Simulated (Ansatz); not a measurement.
# AlCl2FH4OSi: the cost of one run

Program: Ansatz 0.2.0. Level of theory: UKS r2SCANh-D4/6-31G. These are calculated values, not measurements.

## Step 1: The system as given

Bond lengths: Al1–F2 2.112 Å, Al1–Cl3 2.008 Å, Al1–Cl4 2.008 Å, Al1–O6 2.179 Å, O6–Si7 1.619 Å, Si7–H8 1.463 Å, Si7–H9 1.463 Å, Si7–H10 1.461 Å. Angles: F2–Al1–Cl3 106.9°, F2–Al1–Cl4 105.8°, F2–Al1–O6 68.5°, Cl3–Al1–Cl4 139.9°, Cl3–Al1–O6 106.0°, Cl4–Al1–O6 107.0°, Al1–O6–Si7 169.0°, O6–Si7–H8 107.7°, O6–Si7–H9 106.1°, O6–Si7–H10 106.8°, H8–Si7–H9 111.9°, H8–Si7–H10 111.6°, H9–Si7–H10 112.3°.

Structure file:

```xyz
10

Al   -1.7706    0.7548   -0.4896
F    -1.8485   -1.0441    0.6143
Cl   -2.0066    0.2646   -2.4225
Cl   -2.2745    2.2095    0.7998
H    -0.7062   -0.6925    0.4803
O     0.2227    0.0711    0.0663
Si    1.7882   -0.3150    0.2075
H     2.0467   -1.4516   -0.6772
H     1.9960   -0.6606    1.6143
H     2.5528    0.8638   -0.1930
```

## Step 2: Pulling towards end A

Springs on the bonds that form and break draw the guess towards this end; the thresholds are loose.

Contents of input.yaml:

```yaml
crystal:
  periodic: [false, false, false]
  atoms:
    - { symbol: Al, position_ang: [-1.7706, 0.7548, -0.4896] }
    - { symbol: F, position_ang: [-1.8485, -1.0441, 0.6143] }
    - { symbol: Cl, position_ang: [-2.0066, 0.2646, -2.4225] }
    - { symbol: Cl, position_ang: [-2.2745, 2.2095, 0.7998] }
    - { symbol: H, position_ang: [-0.7062, -0.6925, 0.4803] }
    - { symbol: O, position_ang: [0.2227, 0.0711, 0.0663] }
    - { symbol: Si, position_ang: [1.7882, -0.315, 0.2075] }
    - { symbol: H, position_ang: [2.0467, -1.4516, -0.6772] }
    - { symbol: H, position_ang: [1.996, -0.6606, 1.6143] }
    - { symbol: H, position_ang: [2.5528, 0.8638, -0.193] }
magnetization:
  spin_polarized: true
basis:
  gaussian: { orbitals: "6-31G" }
hamiltonian:
  xc: r2scanh
  dispersion: d4
relax:
  f_tol: 0.15
  max_steps: 25
  restrain:
    - { distance: [0, 5], at: 3.17, k: 30.0 }
    - { distance: [4, 1], at: 2.18, k: 30.0 }
    - { distance: [0, 1], at: 1.78, k: 30.0 }
    - { distance: [4, 5], at: 0.97, k: 30.0 }
```

On the command line:

```bash
ansatz run input.yaml --threads 2 --pin off --max-ram 3072MiB --backend cpu --events-out ev --progress --plain --runs-dir out
```

**Question.** How long does this run take on 2 threads of AMD EPYC 7B13 (Zen 3), shared host, and how much memory does it need?

About 78 s, with a peak of 0.39 GiB.
